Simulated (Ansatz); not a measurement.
**C2H9FSi2: a ladder of functionals and wavefunction methods**

One table from this session's results is given with a row withheld; the runs are named, their logs left out.

Program: Ansatz 0.2.0, Gaussian basis. Level of theory: functionals in def2-TZVPP, the program's frozen cores in correlated methods. These are calculated values, not measurements.

Plan: LDA (SPW92), PBE-D4, revPBE-D4, BLYP-D4, r2SCAN-D4, B97M-V, PBE0-D4, B3LYP-D4, r2SCANh-D4, r2SCAN0-D4, HSE06-D4, BHLYP-D4, CAM-B3LYP-D4, LC-ωPBE, ωB97X-V, ωB97M-V, B2PLYP, PBE-QIDH; CCSD(T)/def2-SVP; CCSD(T)/def2-TZVPP; MP2/def2-QZVPP; extrapolation to the limit; RPA on PBE.

### The geometry

All runs share one geometry, relaxed beforehand with PBE0-D4 in a triple-zeta def2 set.

SMILES `CC[SiH](F)[SiH3]`, 14 atoms, charge 0, spin multiplicity 1.

Atoms are counted from 1 here; the program's logs count them from 0.

Bond lengths: C1–C2 1.527 Å, C1–H6 1.093 Å, C1–H7 1.093 Å, C1–H8 1.092 Å, C2–Si3 1.866 Å, C2–H9 1.096 Å, C2–H10 1.097 Å, Si3–F4 1.612 Å, Si3–Si5 2.346 Å, Si3–H11 1.491 Å, Si5–H12 1.490 Å, Si5–H13 1.488 Å, Si5–H14 1.487 Å. Angles: C2–C1–H6 111.4°, C2–C1–H7 111.3°, C2–C1–H8 111.3°, H6–C1–H7 107.6°, H6–C1–H8 107.6°, H7–C1–H8 107.4°, C1–C2–Si3 113.7°, C1–C2–H9 110.6°, C1–C2–H10 110.7°, Si3–C2–H9 108.5°, Si3–C2–H10 107.1°, H9–C2–H10 105.9°, C2–Si3–F4 108.7°, C2–Si3–Si5 112.6°, C2–Si3–H11 109.8°, F4–Si3–Si5 108.6°, F4–Si3–H11 106.4°, Si5–Si3–H11 110.5° and more.

The first run:

in.yaml

```yaml
crystal:
  periodic: [false, false, false]
  atoms:
    - {symbol: C, position_ang: [-1.456425, 1.652832, 0.711828]}
    - {symbol: C, position_ang: [-0.157363, 0.854729, 0.620561]}
    - {symbol: Si, position_ang: [-0.254098, -0.606048, -0.536010]}
    - {symbol: F, position_ang: [-0.644260, -0.075597, -2.007532]}
    - {symbol: Si, position_ang: [1.773717, -1.777901, -0.678272]}
    - {symbol: H, position_ang: [-1.358079, 2.496573, 1.399169]}
    - {symbol: H, position_ang: [-2.281335, 1.030774, 1.068173]}
    - {symbol: H, position_ang: [-1.745115, 2.052310, -0.262825]}
    - {symbol: H, position_ang: [0.669143, 1.497981, 0.298979]}
    - {symbol: H, position_ang: [0.129037, 0.467596, 1.606372]}
    - {symbol: H, position_ang: [-1.355022, -1.516370, -0.109774]}
    - {symbol: H, position_ang: [2.126244, -2.301744, 0.671008]}
    - {symbol: H, position_ang: [2.869572, -0.879367, -1.133474]}
    - {symbol: H, position_ang: [1.670882, -2.924867, -1.619404]}
basis:
  gaussian: {orbitals: def2-TZVPP}
hamiltonian: {xc: lda}
output: {orbitals: {seedname: orbitals}}
```

On the command line:

```bash
ansatz run in.yaml --threads 4 --pin off --events-out ev --progress --plain --max-ram 10444MiB
```

Steps of the session up to this table: LDA; PBE-D4 (GGA); revPBE-D4 (GGA); BLYP-D4 (GGA); r2SCAN-D4 (meta-GGA); B97M-V (meta-GGA); PBE0-D4 (hybrid); B3LYP-D4 (hybrid); r2SCANh-D4 (hybrid); r2SCAN0-D4 (hybrid); HSE06-D4 (hybrid); BHLYP-D4 (hybrid); CAM-B3LYP-D4 (range-separated); LC-ωPBE (range-separated); ωB97X-V (range-separated); ωB97M-V (range-separated); B2PLYP (double hybrid); PBE-QIDH (double hybrid).

One table of the session follows, with a row left open; its other results are not shown here.

It belongs to the step «Frontier levels by functional». 

| functional | HOMO (eV) | gap (eV) |
| --- | --- | --- |
| LDA (SPW92) | -6.86 | 5.55 |
| PBE-D4 | -6.77 | 5.68 |
| revPBE-D4 | -6.73 | 5.74 |
| BLYP-D4 | -6.66 | 5.73 |
| r2SCAN-D4 | -7.04 | 6.25 |
| B97M-V | -7.16 | 6.16 |
| PBE0-D4 | -7.96 | 7.73 |
| B3LYP-D4 | -7.77 | 7.36 |
| r2SCANh-D4 | ? | ? |
| r2SCAN0-D4 | -8.13 | 8.08 |
| HSE06-D4 | -7.56 | 6.96 |
| BHLYP-D4 | -9.07 | 9.78 |
| CAM-B3LYP-D4 | -9.27 | 10.11 |
| LC-ωPBE | -10.56 | 12.53 |
| ωB97X-V | -10.24 | 12.08 |
| ωB97M-V | -10.02 | 11.56 |

Q: Estimate the row for r2SCANh-D4 from the others.

Worked estimate for «HOMO (eV)». Against the share of exact exchange, r2SCAN-D4 (0, -7.04), r2SCAN0-D4 (0.25, -8.13) give a slope of -4.36 per unit share; at 0.1 the line stands at -7.48.

As computed: HOMO (eV): -7.47; gap (eV): 6.98. In «HOMO (eV)» the line misses by -0.01.
